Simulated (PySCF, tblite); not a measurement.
# 2-fluorobenzaldehyde: dynamics, then NMR shifts on frames, part 2 of 2

tblite 0.8.0 and PySCF 2.14.0. Atoms count from 0. Earlier steps stand in the parts before.

## (5) Shielding tensors: 625 fs, PBE0/pcSseg-1

The job: settings as JSON, then the geometry in Å.

```
{"job": {"kind": "nmr", "xc": "PBE0", "basis": "pcSseg-1", "pop": false}, "charge": 0, "multiplicity": 1}
O      2.759000    -0.841700    -1.057200
C      2.296900    -0.109700    -0.230600
C      1.060600    -0.355200     0.476700
C      0.664900    -1.684600     0.592200
C     -0.636800    -1.986300     0.981300
C     -1.485500    -0.895100     1.236900
C     -1.183400     0.425200     1.002700
C      0.157300     0.702500     0.667400
F      0.276100     2.119400     0.373400
H      2.721200     0.961200    -0.006300
H      1.387400    -2.476000     0.409500
H     -0.878400    -3.135000     1.097500
H     -2.435100    -1.168900     1.535500
H     -1.870400     1.263600     0.958300
```

Level: GIAO PBE0/pcSseg-1 NMR shielding, non-relativistic, gas phase.

The log of the run:

```text
coarse grid: 12880 points
cycle   1  E = -443.9945985872  dE =  1.598e+00  |g| = 8.947e-01  |ddm| = 3.703e+00
cycle   2  E = -443.4044838624  dE =  5.901e-01  |g| = 1.940e+00  |ddm| = 3.146e+00
cycle   3  E = -444.1476408180  dE = -7.432e-01  |g| = 1.760e-01  |ddm| = 2.515e+00
cycle   4  E = -444.1528331291  dE = -5.192e-03  |g| = 9.933e-02  |ddm| = 2.654e-01
cycle   5  E = -444.1544663674  dE = -1.633e-03  |g| = 2.489e-02  |ddm| = 9.002e-02
cycle   6  E = -444.1545931316  dE = -1.268e-04  |g| = 7.784e-03  |ddm| = 2.823e-02
cycle   7  E = -444.1546042677  dE = -1.114e-05  |g| = 2.336e-03  |ddm| = 7.882e-03
cycle   8  E = -444.1546054828  dE = -1.215e-06  |g| = 8.595e-04  |ddm| = 2.723e-03
final grid: 128128 points
cycle   9  E = -444.2251563588  dE = -2.272e-05  |g| = 1.192e-02  |ddm| = 4.062e-02
cycle  10  E = -444.2250823474  dE =  7.401e-05  |g| = 2.321e-02  |ddm| = 3.351e-02
cycle  11  E = -444.2251850266  dE = -1.027e-04  |g| = 2.064e-03  |ddm| = 2.275e-02
cycle  12  E = -444.2251859542  dE = -9.275e-07  |g| = 5.288e-04  |ddm| = 2.202e-03
cycle  13  E = -444.2251860081  dE = -5.394e-08  |g| = 1.806e-04  |ddm| = 6.811e-04
cycle  14  E = -444.2251860155  dE = -7.332e-09  |g| = 3.953e-05  |ddm| = 2.189e-04
cycle  15  E = -444.2251860158  dE = -3.089e-10  |g| = 2.096e-05  |ddm| = 5.092e-05
converged SCF energy = -444.2251860158

GIAO shielding tensors (ppm)
atom      isotropic    diamagn.    paramagn.     s11        s22        s33       span
  0 O     -352.609     399.629    -752.238  -1026.477   -396.467    365.118   1391.595
  1 C       -4.812     245.613    -250.424    -91.428    -23.271    100.264    191.692
  2 C       53.143     264.527    -211.383      3.620      8.145    147.664    144.044
  3 C       44.770     253.818    -209.049    -67.997     29.754    172.553    240.550
  4 C       44.980     256.748    -211.768    -69.387     38.552    165.775    235.162
  5 C       49.272     252.502    -203.230    -49.783     16.725    180.873    230.656
  6 C       53.978     256.112    -202.134    -40.868     45.560    157.243    198.111
  7 C       -4.548     250.840    -255.388    -85.798      8.836     63.317    149.115
  8 F      253.866     476.951    -223.085    133.364    307.700    320.534    187.170
  9 H       20.473      25.698      -5.224     16.197     21.211     24.012      7.815
 10 H       23.287      31.323      -8.036     20.235     22.867     26.759      6.523
 11 H       22.331      27.128      -4.797     19.161     22.658     25.173      6.012
 12 H       24.901      30.750      -5.849     21.541     25.013     28.149      6.608
 13 H       23.429      31.336      -7.907     20.417     22.547     27.324      6.907
```

Run time: 21 s. Hardware: 1 thread of Arm Neoverse V1, shared host; peak memory 0.81 GiB.

In short: δ C1 191.7, C7 191.5, C3 142.2, C4 141.9, H9 11.24, H11 9.39 ppm.

## (6) Shielding tensors: 800 fs, PBE0/pcSseg-1

The job: settings as JSON, then the geometry in Å.

```
{"job": {"kind": "nmr", "xc": "PBE0", "basis": "pcSseg-1", "pop": false}, "charge": 0, "multiplicity": 1}
O      3.267000    -1.098300    -0.620300
C      2.335500    -0.324900    -0.469400
C      1.084300    -0.423300     0.431200
C      0.424300    -1.609300     0.702800
C     -0.827700    -1.669700     1.306600
C     -1.475700    -0.499300     1.681100
C     -0.840200     0.689100     1.534500
C      0.355300     0.729900     0.852300
F      1.002500     1.861600     0.631300
H      2.343900     0.562600    -1.041900
H      0.759500    -2.520500     0.239100
H     -1.123600    -2.712300     1.483800
H     -2.515600    -0.614300     1.881500
H     -1.254100     1.580700     2.092700
```

With the program's defaults for keys left out, this is: GIAO PBE0/pcSseg-1 NMR shielding, non-relativistic, gas phase.

The log of the run:

```text
coarse grid: 12880 points
cycle   1  E = -444.0103335521  dE =  1.720e+00  |g| = 8.743e-01  |ddm| = 3.765e+00
cycle   2  E = -443.4878530378  dE =  5.225e-01  |g| = 1.838e+00  |ddm| = 2.954e+00
cycle   3  E = -444.1552533314  dE = -6.674e-01  |g| = 1.975e-01  |ddm| = 2.383e+00
cycle   4  E = -444.1623364114  dE = -7.083e-03  |g| = 8.332e-02  |ddm| = 2.582e-01
cycle   5  E = -444.1634594227  dE = -1.123e-03  |g| = 2.483e-02  |ddm| = 7.895e-02
cycle   6  E = -444.1636023805  dE = -1.430e-04  |g| = 7.807e-03  |ddm| = 3.003e-02
cycle   7  E = -444.1636163605  dE = -1.398e-05  |g| = 2.591e-03  |ddm| = 8.424e-03
cycle   8  E = -444.1636178539  dE = -1.493e-06  |g| = 7.211e-04  |ddm| = 3.066e-03
final grid: 128128 points
cycle   9  E = -444.2337315202  dE = -1.786e-05  |g| = 1.224e-02  |ddm| = 4.167e-02
cycle  10  E = -444.2336471522  dE =  8.437e-05  |g| = 2.443e-02  |ddm| = 3.285e-02
cycle  11  E = -444.2337609162  dE = -1.138e-04  |g| = 2.296e-03  |ddm| = 2.254e-02
cycle  12  E = -444.2337620578  dE = -1.142e-06  |g| = 4.634e-04  |ddm| = 2.304e-03
cycle  13  E = -444.2337620973  dE = -3.955e-08  |g| = 1.675e-04  |ddm| = 6.343e-04
cycle  14  E = -444.2337621034  dE = -6.131e-09  |g| = 5.142e-05  |ddm| = 2.112e-04
cycle  15  E = -444.2337621040  dE = -6.016e-10  |g| = 1.688e-05  |ddm| = 5.633e-05
converged SCF energy = -444.2337621040

GIAO shielding tensors (ppm)
atom      isotropic    diamagn.    paramagn.     s11        s22        s33       span
  0 O     -392.906     394.273    -787.178  -1113.412   -464.161    398.855   1512.267
  1 C      -14.216     244.398    -258.614   -109.460    -33.201    100.014    209.474
  2 C       46.667     264.799    -218.132    -27.836     18.404    149.433    177.269
  3 C       47.938     253.376    -205.438    -56.903     23.275    177.441    234.344
  4 C       52.820     256.566    -203.746    -63.978     46.098    176.339    240.317
  5 C       50.941     256.035    -205.094    -54.211     25.379    181.655    235.866
  6 C       72.353     255.702    -183.349     -4.006     52.801    168.263    172.269
  7 C       11.997     247.193    -235.196    -65.259     12.925     88.326    153.585
  8 F      289.799     475.494    -185.694    199.780    260.489    409.129    209.348
  9 H       21.436      30.138      -8.702     18.015     21.129     25.163      7.148
 10 H       24.030      31.713      -7.682     20.325     24.120     27.645      7.320
 11 H       23.666      29.553      -5.887     20.226     23.873     26.898      6.672
 12 H       24.110      29.677      -5.567     20.957     24.522     26.851      5.894
 13 H       23.551      28.091      -4.541     19.607     25.212     25.833      6.226
```

Wall time 21 s (1 thread of Arm Neoverse V1, shared host); peak memory 0.81 GiB.

In short: δ C1 201.1, C7 174.9, C2 140.3, C3 139.0, H9 10.28, H13 8.17 ppm.

## (7) NMR shieldings: 1000 fs, PBE0/pcSseg-1

The job: settings as JSON, then the geometry in Å.

```
{"job": {"kind": "nmr", "xc": "PBE0", "basis": "pcSseg-1", "pop": false}, "charge": 0, "multiplicity": 1}
O      3.327100    -1.038500    -0.288300
C      2.534900    -0.333700     0.224200
C      1.052100    -0.551400     0.636600
C      0.182300    -1.594800     0.254900
C     -1.033600    -1.812000     0.951400
C     -1.529500    -0.709600     1.640200
C     -0.812200     0.452900     1.824300
C      0.480700     0.577500     1.383400
F      1.049300     1.782300     1.463800
H      2.918400     0.674300     0.568700
H      0.542200    -2.464700    -0.246300
H     -1.583400    -2.710600     0.766900
H     -2.481600    -0.921300     2.189000
H     -1.209300     1.323400     2.300600
```

Level: GIAO PBE0/pcSseg-1 NMR shielding, non-relativistic, gas phase.

The log of the run:

```text
coarse grid: 12880 points
cycle   1  E = -444.0113744240  dE =  1.616e+00  |g| = 8.729e-01  |ddm| = 3.720e+00
cycle   2  E = -443.5364233107  dE =  4.750e-01  |g| = 1.782e+00  |ddm| = 3.024e+00
cycle   3  E = -444.1555101595  dE = -6.191e-01  |g| = 1.662e-01  |ddm| = 2.417e+00
cycle   4  E = -444.1604329182  dE = -4.923e-03  |g| = 7.852e-02  |ddm| = 2.438e-01
cycle   5  E = -444.1615245667  dE = -1.092e-03  |g| = 1.857e-02  |ddm| = 7.216e-02
cycle   6  E = -444.1615969062  dE = -7.234e-05  |g| = 5.938e-03  |ddm| = 2.412e-02
cycle   7  E = -444.1616046433  dE = -7.737e-06  |g| = 2.296e-03  |ddm| = 7.229e-03
final grid: 128128 points
cycle   8  E = -444.2327064503  dE = -1.507e-05  |g| = 1.272e-02  |ddm| = 3.825e-02
cycle   9  E = -444.2326248706  dE =  8.158e-05  |g| = 2.416e-02  |ddm| = 3.648e-02
cycle  10  E = -444.2327395377  dE = -1.147e-04  |g| = 1.964e-03  |ddm| = 2.469e-02
cycle  11  E = -444.2327403753  dE = -8.376e-07  |g| = 4.729e-04  |ddm| = 2.142e-03
cycle  12  E = -444.2327404257  dE = -5.047e-08  |g| = 1.747e-04  |ddm| = 6.343e-04
cycle  13  E = -444.2327404333  dE = -7.586e-09  |g| = 4.602e-05  |ddm| = 2.388e-04
cycle  14  E = -444.2327404338  dE = -4.459e-10  |g| = 1.622e-05  |ddm| = 5.271e-05
converged SCF energy = -444.2327404338

GIAO shielding tensors (ppm)
atom      isotropic    diamagn.    paramagn.     s11        s22        s33       span
  0 O     -315.653     395.526    -711.179   -954.575   -383.780    391.395   1345.970
  1 C        1.623     241.226    -239.603    -89.788      3.470     91.188    180.976
  2 C       43.183     263.650    -220.467    -18.263     -0.988    148.800    167.064
  3 C       48.915     247.485    -198.570    -53.683     18.182    182.245    235.927
  4 C       46.893     260.192    -213.299    -75.876     41.379    175.176    251.053
  5 C       47.515     251.854    -204.339    -57.467     26.298    173.715    231.182
  6 C       66.055     254.878    -188.822    -22.342     53.524    166.984    189.326
  7 C        1.742     253.709    -251.967    -95.270     15.908     84.587    179.857
  8 F      290.428     475.604    -185.176    198.158    258.782    414.345    216.186
  9 H       20.846      26.875      -6.030     15.600     22.249     24.688      9.088
 10 H       23.769      31.036      -7.267     20.421     23.392     27.493      7.072
 11 H       23.707      31.384      -7.678     21.222     22.903     26.995      5.772
 12 H       23.486      27.336      -3.850     19.635     24.446     26.376      6.741
 13 H       24.421      30.296      -5.875     21.037     24.153     28.074      7.038
```

Wall time 21 s (1 thread of Arm Neoverse V1, shared host); peak memory 0.83 GiB.

Key values: δ C1 185.3, C7 185.2, C2 143.7, C4 140.0, H9 10.87, H12 8.23 ppm.

## (8) Side by side: NMR shifts

Shifts (ppm) of some atoms, chosen among heavy atoms and hydrogens apart, with basis size and wall time:

| frame | C1 | C5 | C6 | H13 | H11 | O0 | F8 | functions | time |
| --- | --- | --- | --- | --- | --- | --- | --- | --- | --- |
| 250 fs | 195.6 | 134.4 | 121.8 | 7.88 | 6.99 | 706.7 | -121.1 | 178 | 27 s |
| 425 fs | 209.9 | 155.0 | 121.8 | 9.27 | 7.62 | 767.2 | -108.0 | 178 | 21 s |
| 625 fs | 191.7 | 137.7 | 132.9 | 8.29 | 9.39 | 688.7 | -82.9 | 178 | 21 s |
| 800 fs | 201.1 | 136.0 | 114.6 | 8.17 | 8.05 | 729.0 | -118.9 | 178 | 21 s |
| 1000 fs | 185.3 | 139.4 | 120.9 | 7.30 | 8.01 | 651.7 | -119.5 | 178 | 21 s |

## (9) Summary of results

The summary covers parts 1 to 2.

| quantity | value |
| --- | --- |
| thermostat | 600 K |
| mean temperature, second half | 663 K |
| mean potential energy above the minimum | 1.05 eV |
| 13C shifts against TMS (PBE0/pcSseg-1, 250 fs) | 195.6, 175.5, 141.9, 136.3, 134.4, 128.2, 121.8 ppm |
| 1H shifts against TMS (PBE0/pcSseg-1, 250 fs) | 10.49, 9.62, 7.88, 7.83, 6.99 ppm |
| 17O shifts against H2O (PBE0/pcSseg-1, 250 fs) | 706.7 ppm |
| 19F shifts against CFCl3 (PBE0/pcSseg-1, 250 fs) | -121.1 ppm |
| surface potential, 1st and 99th percentile | -1.63 V and 1.25 V |
| range of the shift of O0 | 651.7 to 767.2 ppm |

What this shows: In the second half the potential energy averages 1.05 eV above the minimum; equipartition over 36 harmonic modes at 600 K would give 0.93 eV. With 14 atoms the temperature swings widely (354 to 882 K). Shifts at one fixed geometry are not the observed spectrum, which averages over the motion. In the first frame run (250 fs): The widest tensor belongs to O0: span 1475 ppm, with a paramagnetic part of -767 ppm. NICS(1)zz of -26 ppm above the planar ring from C2 marks a diatropic (aromatic) ring current. By nearest atom (PBE0/pcSseg-1), the HOMO sits on O0 68 %; H9 13 % and the LUMO on C1 19 %; O0 17 %. In ppm, O0 moves most: its shift spreads over 115.5 ppm, from 651.7 (1000 fs) to 767.2 (425 fs).
